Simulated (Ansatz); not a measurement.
# Mg2C3: the cost of one run

Program: Ansatz 0.2.0. Level of theory: DFT PBE, scalar-relativistic, plane waves, PAW. These are calculated values, not measurements.

2 further runs of the same task are left out: 2 set aside as unsound or not needed.

## (1) Starting point

The structure is trigonal, space group P-3m1 (No. 164). Conventional cell: a = 3.606 Å, b = 3.606 Å, c = 5.611 Å, α = 90.00°, β = 90.00°, γ = 120.00°. Mg (site symmetry 3m) is surrounded by 7 C at 2.17 to 2.49 Å. C (site symmetry -3m) has 6 Mg at 2.49 Å as nearest neighbours. C (site symmetry 3m) is surrounded by 4 Mg at 2.17 to 2.24 Å.

Coordinates:

```xyz
5
Lattice="3.6062 0.0000 0.0000 -1.8031 3.1231 0.0000 0.0000 0.0000 5.6107" Properties=species:S:1:pos:R:3 pbc="T T T"
Mg    0.0000    2.0821    1.3746
Mg    1.8031    1.0410    4.2361
C     0.0000    0.0000    0.0000
C     0.0000    2.0821    3.6189
C     1.8031    1.0410    1.9918
```

(A quick probe on a coarse mesh, which set the mesh and smearing, is not shown.)

## (3) A loose first relaxation

Contents of input.yaml:

```yaml
crystal:
  lattice:
    - [3.6062397642, 0.0, 0.0]
    - [-1.8031198821, 3.1230952479, 0.0]
    - [0.0, 0.0, 5.610723288]
  atoms:
    - { symbol: Mg, position: [0.3333333333, 0.6666666667, 0.245] }
    - { symbol: Mg, position: [0.6666666667, 0.3333333333, 0.755] }
    - { symbol: C, position: [0.0, 0.0, 0.0] }
    - { symbol: C, position: [0.3333333333, 0.6666666667, 0.645] }
    - { symbol: C, position: [0.6666666667, 0.3333333333, 0.355] }
basis:
  ecutwfc: 420
kpoints:
  mp_grid: { grid: [6, 6, 4] }
hamiltonian:
  xc: pbe
scf:
  occupations: { method: gaussian, width: 0.1 }
  lower_state_search: "off"
output:
  forces: true
  stress: true
  eigenvalues: true
relax:
  adjacent_minimum: "off"
  f_tol: 0.04
  max_steps: 70
  cell: { stress_tol: 0.4 }
```

Launch:

```
> ansatz run input.yaml --threads 1 --pin off --max-ram 2560MiB --backend cpu --events-out ev --progress --plain --runs-dir out
```

Q: Estimate wall time and peak memory on 1 thread of Intel Xeon Platinum 8259CL at 2.50GHz (Skylake/Cascade Lake), shared host.

About 73 s, with a peak of 0.39 GiB.
